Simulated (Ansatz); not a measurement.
# F2GaHSe: the cost of one run

The runs use Ansatz 0.2.0, Gaussian basis; r2SCAN/6-31G* with D3(BJ) with three-body dispersion.

### 1 The relaxed structure

An earlier PBE0-D4 in a triple-zeta def2 set relaxation fixed the geometry.

SMILES `[F][Ga]([F])[SeH]`, 5 atoms, charge 0, spin multiplicity 1.

Atoms are counted from 1 here; the program's logs count them from 0.

Bond lengths: F1–Ga2 1.738 Å, Ga2–F3 1.740 Å, Ga2–Se4 2.287 Å, Se4–H5 1.470 Å. Angles: F1–Ga2–F3 114.8°, F1–Ga2–Se4 122.2°, F3–Ga2–Se4 123.1°, Ga2–Se4–H5 89.9°.

### 2 Dynamics

in.yaml

```yaml
crystal:
  periodic: [false, false, false]
  atoms:
    - {symbol: F, position_ang: [-0.197808, -1.524425, 1.703966]}
    - {symbol: Ga, position_ang: [0.185880, -0.404359, 0.431150]}
    - {symbol: F, position_ang: [1.887728, -0.173248, 0.152387]}
    - {symbol: Se, position_ang: [-1.432795, 0.672358, -0.772811]}
    - {symbol: H, position_ang: [-0.393105, 1.356074, -1.556091]}
basis:
  gaussian: {orbitals: "6-31G*"}
hamiltonian: {xc: {name: r2SCAN}, dispersion: d3bjatm}
md: {timestep: 0.5 fs, n_steps: 50, ensemble: nvt_nose_hoover, temperature: 1000, initial_velocities: maxwell_boltzmann, seed: 165}
```

Command:

```console
> ansatz run in.yaml --threads 2 --pin off --events-out ev --progress --plain --max-ram 32768MiB --backend cpu
```

What time and memory should one allow on 2 threads of AMD EPYC 7R13, shared host?

About 3 min, with a peak of 0.38 GiB.
